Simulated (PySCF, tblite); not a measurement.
# C₃H₆BFO₂: dynamics, then NMR shifts on frames

Aim: move C₃H₆BFO₂ (`FC1COBOC1`) away from its starting geometry and see how NMR shifts follow the geometry.

The runs use tblite 0.8.0 and PySCF 2.14.0, with density-fitted response routines of our own; the level of theory stands in each step. All values are computed, except where a source is named. Atoms count from 0, in the outputs and in this text.

## (1) The starting structure

13 atoms, charge 0, multiplicity 1; geometry from: GFN2-xTB.

Bonds of the start (Å): F0–C1 1.38, C1–C2 1.53, C2–O3 1.41, O3–B4 1.35, B4–O5 1.35, O5–C6 1.41, C6–C1 1.53, C1–H7 1.10, C2–H8 1.10, C2–H9 1.10, B4–H10 1.17, C6–H11 1.10, C6–H12 1.10.

## (2) A short Langevin run with GFN2-xTB

What the job is given:

```
{"job": {"kind": "md", "xc": "GFN2-xTB", "basis": "xTB", "temperature": 200, "steps": 2000, "every": 50, "frames": 5}, "charge": 0, "multiplicity": 1}
F     -1.944931     1.173485     0.193442
C     -0.851752     0.485570    -0.283629
C      0.432740     1.210077     0.127093
O      1.568222     0.443457    -0.202083
B      1.481724    -0.903944    -0.271812
O      0.348170    -1.604586    -0.044001
C     -0.843859    -0.932826     0.292275
H     -0.943550     0.455731    -1.376771
H      0.514890     2.172415    -0.388999
H      0.412680     1.393429     1.209139
H      2.443963    -1.498673    -0.551418
H     -0.940828    -0.878682     1.384269
H     -1.681858    -1.514967    -0.105233
```

With the program's defaults for keys left out, this is: GFN2-xTB Langevin dynamics, gas phase.

Run with:

```bash
> OMP_NUM_THREADS=1 python probes_run.py task.json out
```

One launch serves the whole session: the jobs run in the order shown.

Standard output:

```text
t/fs     T/K      E/eV
    0.0   166.7   -644.21909
   25.0    82.4   -644.07237
   50.0   147.7   -644.07705
   75.0   124.3   -644.07821
  100.0   158.7   -644.08156
  125.0   141.2   -643.97888
  150.0   220.3   -644.04309
  175.0   171.2   -643.99920
  200.0   184.3   -644.05910
  225.0   153.6   -643.91170
  250.0   249.9   -643.99454
  275.0   194.5   -643.94576
  300.0   196.1   -643.95615
  325.0   121.0   -643.94857
  350.0   151.5   -643.99830
  375.0   166.1   -643.97392
  400.0   183.9   -644.03369
  425.0   248.5   -644.00251
  450.0   175.0   -643.92367
  475.0   230.7   -644.00509
  500.0   144.8   -644.00072
  525.0    95.7   -643.86986
  550.0   228.2   -644.02367
  575.0   252.6   -643.95830
  600.0   189.0   -643.84048
  625.0   253.2   -643.90659
  650.0   212.2   -643.93270
  675.0   167.4   -643.86117
  700.0   193.3   -643.79733
  725.0   191.1   -643.82753
  750.0   177.7   -643.82856
  775.0   233.1   -643.89963
  800.0   243.7   -643.92191
  825.0   201.7   -643.95423
  850.0   149.5   -643.87652
  875.0   233.2   -644.04253
  900.0   245.2   -644.00450
  925.0   216.7   -644.00350
  950.0   191.0   -644.06232
  975.0   151.4   -644.03408
 1000.0   183.3   -643.96467
```

Run time: 6.6 s. Hardware: 1 thread of Arm Neoverse V2, shared host; peak memory 0.18 GiB.

Distance from the start (root mean square after alignment): 0 fs 0.00 Å, 200 fs 0.06 Å, 400 fs 0.07 Å, 600 fs 0.14 Å, 800 fs 0.12 Å, 1000 fs 0.07 Å.

Positions (Å) and forces (eV/Å) at 1000 fs:

```xyz
13

F    -2.393    1.082    0.820    0.490   -0.213   -0.282
C    -1.244    0.477    0.274   -0.193    1.653    0.457
C    -0.370   -0.008    1.444    0.147   -0.850   -0.808
O     0.686   -0.798    0.900   -0.350    0.179   -0.163
B     0.458   -1.487   -0.247    1.292   -0.324    0.063
O    -0.663   -1.511   -0.979   -0.369   -0.063    0.035
C    -1.714   -0.702   -0.570   -1.007    1.081   -0.070
H    -0.763    1.328   -0.358   -0.389   -1.396    0.939
H     0.063    0.776    2.039    0.201    0.527    0.068
H    -0.934   -0.670    2.112   -0.310    0.173   -0.069
H     1.392   -2.089   -0.653   -0.324    0.052    0.100
H    -2.524   -1.189   -0.004    0.466   -0.559    0.155
H    -2.258   -0.258   -1.417    0.345   -0.261   -0.425
```

## (3) Shielding tensors: 250 fs, PBE0/pcSseg-1

What the job is given:

```
{"job": {"kind": "nmr", "xc": "PBE0", "basis": "pcSseg-1", "pop": false}, "charge": 0, "multiplicity": 1}
F     -2.247700     0.892400     0.393200
C     -1.146500     0.359400    -0.142800
C      0.081500     1.140700     0.418400
O      1.321700     0.510000     0.028600
B      1.325700    -0.811500    -0.236800
O      0.220700    -1.615100    -0.220800
C     -0.988600    -1.146700     0.216300
H     -1.166400     0.451100    -1.243700
H      0.074800     2.135700    -0.039800
H      0.057300     1.114700     1.514000
H      2.357400    -1.184000    -0.547000
H     -1.035200    -1.212000     1.346700
H     -1.874400    -1.704000    -0.186600
```

With the program's defaults for keys left out, this is: GIAO PBE0/pcSseg-1 NMR shielding, non-relativistic, gas phase.

Standard output:

```text
coarse grid: 11328 points
cycle   1  E = -392.4901061601  dE =  1.073e+00  |g| = 8.217e-01  |ddm| = 3.089e+00
cycle   2  E = -392.3725410566  dE =  1.176e-01  |g| = 1.172e+00  |ddm| = 1.196e+00
cycle   3  E = -392.6027636585  dE = -2.302e-01  |g| = 7.044e-02  |ddm| = 7.461e-01
cycle   4  E = -392.6034917641  dE = -7.281e-04  |g| = 3.823e-02  |ddm| = 6.378e-02
cycle   5  E = -392.6037156422  dE = -2.239e-04  |g| = 1.194e-02  |ddm| = 2.786e-02
cycle   6  E = -392.6037390296  dE = -2.339e-05  |g| = 3.211e-03  |ddm| = 8.541e-03
cycle   7  E = -392.6037408239  dE = -1.794e-06  |g| = 5.674e-04  |ddm| = 2.448e-03
final grid: 111088 points
cycle   8  E = -392.6705537616  dE = -3.589e-05  |g| = 1.075e-02  |ddm| = 2.331e-02
cycle   9  E = -392.6705321345  dE =  2.163e-05  |g| = 1.562e-02  |ddm| = 1.429e-02
cycle  10  E = -392.6705747093  dE = -4.257e-05  |g| = 9.545e-04  |ddm| = 8.580e-03
cycle  11  E = -392.6705748849  dE = -1.756e-07  |g| = 3.142e-04  |ddm| = 8.546e-04
cycle  12  E = -392.6705749003  dE = -1.541e-08  |g| = 1.197e-04  |ddm| = 2.485e-04
cycle  13  E = -392.6705749027  dE = -2.418e-09  |g| = 2.923e-05  |ddm| = 8.826e-05
cycle  14  E = -392.6705749029  dE = -1.601e-10  |g| = 7.487e-06  |ddm| = 2.293e-05
converged SCF energy = -392.6705749029

GIAO shielding tensors (ppm)
atom      isotropic    diamagn.    paramagn.     s11        s22        s33       span
  0 F      413.882     469.989     -56.108    388.334    423.393    429.918     41.584
  1 C      100.237     249.192    -148.955     74.447     78.871    147.393     72.946
  2 C      113.830     246.653    -132.823     93.355    102.166    145.970     52.615
  3 O      200.085     394.029    -193.945     58.401    229.481    312.372    253.971
  4 B       77.560     197.700    -120.140     61.942     71.569     99.169     37.227
  5 O      228.937     392.534    -163.597     95.987    260.283    330.541    234.554
  6 C      117.279     246.347    -129.068     99.745    105.609    146.484     46.738
  7 H       26.994      31.041      -4.047     24.486     27.128     29.368      4.883
  8 H       27.007      28.878      -1.871     23.168     26.931     30.922      7.754
  9 H       27.413      29.796      -2.382     23.816     26.776     31.649      7.833
 10 H       28.154      30.659      -2.505     24.881     27.214     32.368      7.487
 11 H       26.988      29.021      -2.033     23.673     25.929     31.361      7.689
 12 H       26.706      27.568      -0.862     23.211     26.220     30.687      7.476
```

It took 12 s on 1 thread of Arm Neoverse V2, shared host; peak memory 0.71 GiB.

Shifts follow as δ = σ(reference) − σ, with reference shieldings (ppm) from runs at the same level and on the same kind of geometry: 1H TMS 31.72, 13C TMS 186.9, 19F CFCl3 170.9, 17O H2O 336.1, 11B BF3·OEt2 100.1. The references are single molecules in the gas phase, so shifts against H2O, NH3, PH3, H3PO4 or CFCl3 are not on the usual liquid scales and can be off by tens of ppm. Each atom is listed at this fixed geometry, with no averaging over motion; a spectrum would average atoms that exchange fast.

| atoms | environment | σ (ppm) | δ (ppm) |
| --- | --- | --- | --- |
| C1 | sp3 CH bonded to F | 100.2 | 86.7 |
| C2 | sp3 CH2 bonded to O | 113.8 | 73.1 |
| C6 | sp3 CH2 bonded to O | 117.3 | 69.6 |
| H12 | hydrogen on an sp3 CH2 bonded to O | 26.71 | 5.01 |
| H11 | hydrogen on an sp3 CH2 bonded to O | 26.99 | 4.73 |
| H7 | hydrogen on an sp3 CH bonded to F | 26.99 | 4.72 |
| H8 | hydrogen on an sp3 CH2 bonded to O | 27.01 | 4.71 |
| H9 | hydrogen on an sp3 CH2 bonded to O | 27.41 | 4.30 |
| H10 | hydrogen on a boron bonded to 2 O, in a 6-membered ring | 28.15 | 3.56 |
| F0 | fluorine on an sp3 carbon | 413.9 | -242.9 |
| O3 | oxygen bonded to C, B, in a 6-membered ring | 200.1 | 136.0 |
| O5 | oxygen bonded to C, B, in a 6-membered ring | 228.9 | 107.1 |
| B4 | boron bonded to 2 O, H, in a 6-membered ring | 77.6 | 22.5 |

Ring of atoms C1, C2, O3, B4, O5, C6: NICS(0) -2.4, NICS(1) -1.8, NICS(1)zz 0.4 ppm (means of both faces; NICS(1) differs between them: -3.3 and -0.3).

## (4) Shielding tensors: 425 fs, PBE0/pcSseg-1

What the job is given:

```
{"job": {"kind": "nmr", "xc": "PBE0", "basis": "pcSseg-1", "pop": false}, "charge": 0, "multiplicity": 1}
F     -2.487800     0.762800     0.457100
C     -1.246800     0.209400     0.093400
C     -0.169300     0.851200     0.990300
O      1.109600     0.357300     0.642100
B      1.169800    -0.946900     0.141500
O      0.104200    -1.758600    -0.030400
C     -1.187300    -1.290100     0.227900
H     -1.129100     0.434900    -0.994000
H     -0.178500     1.929300     0.762100
H     -0.444600     0.630300     2.022200
H      2.191300    -1.443000    -0.030200
H     -1.558300    -1.598100     1.231600
H     -1.908500    -1.660600    -0.480700
```

Level: GIAO PBE0/pcSseg-1 NMR shielding, non-relativistic, gas phase.

Standard output:

```text
coarse grid: 11328 points
cycle   1  E = -392.4910626919  dE =  1.029e+00  |g| = 8.187e-01  |ddm| = 3.090e+00
cycle   2  E = -392.3664469111  dE =  1.246e-01  |g| = 1.192e+00  |ddm| = 1.202e+00
cycle   3  E = -392.6035373876  dE = -2.371e-01  |g| = 6.351e-02  |ddm| = 7.494e-01
cycle   4  E = -392.6042463986  dE = -7.090e-04  |g| = 2.485e-02  |ddm| = 5.436e-02
cycle   5  E = -392.6043429938  dE = -9.660e-05  |g| = 1.254e-02  |ddm| = 2.248e-02
cycle   6  E = -392.6043688343  dE = -2.584e-05  |g| = 3.024e-03  |ddm| = 8.197e-03
cycle   7  E = -392.6043705523  dE = -1.718e-06  |g| = 3.167e-04  |ddm| = 2.202e-03
final grid: 111088 points
cycle   8  E = -392.6721577541  dE = -3.920e-05  |g| = 1.144e-02  |ddm| = 2.446e-02
cycle   9  E = -392.6721327534  dE =  2.500e-05  |g| = 1.675e-02  |ddm| = 1.581e-02
cycle  10  E = -392.6721818227  dE = -4.907e-05  |g| = 8.979e-04  |ddm| = 9.214e-03
cycle  11  E = -392.6721819805  dE = -1.578e-07  |g| = 2.369e-04  |ddm| = 8.285e-04
cycle  12  E = -392.6721819905  dE = -9.977e-09  |g| = 9.009e-05  |ddm| = 1.992e-04
cycle  13  E = -392.6721819918  dE = -1.300e-09  |g| = 3.686e-05  |ddm| = 7.467e-05
cycle  14  E = -392.6721819920  dE = -2.334e-10  |g| = 7.444e-06  |ddm| = 2.601e-05
converged SCF energy = -392.6721819920

GIAO shielding tensors (ppm)
atom      isotropic    diamagn.    paramagn.     s11        s22        s33       span
  0 F      392.088     470.735     -78.647    382.166    387.825    406.273     24.107
  1 C       92.385     250.980    -158.596     57.543     71.744    147.866     90.323
  2 C      118.153     245.278    -127.126     98.824    105.739    149.895     51.071
  3 O      210.258     393.495    -183.237     65.130    252.955    312.689    247.558
  4 B       75.765     196.990    -121.225     60.760     67.678     98.856     38.097
  5 O      214.535     392.731    -178.196     74.565    240.856    328.183    253.618
  6 C      122.534     244.962    -122.428    102.577    109.597    155.427     52.851
  7 H       26.484      31.546      -5.062     23.709     27.026     28.718      5.009
  8 H       26.987      28.794      -1.807     22.986     26.884     31.090      8.104
  9 H       27.818      29.466      -1.649     24.529     26.992     31.932      7.403
 10 H       27.933      30.393      -2.460     24.830     27.168     31.800      6.970
 11 H       27.520      28.272      -0.751     24.147     26.353     32.061      7.914
 12 H       27.724      28.638      -0.913     24.063     27.264     31.846      7.784
```

It took 12 s on 1 thread of Arm Neoverse V2, shared host; peak memory 0.73 GiB.

In short: δ C1 94.5, C2 68.8, C6 64.4, F0 -221.1, H7 5.23, H8 4.73 ppm.

[end of part 1 of 2]
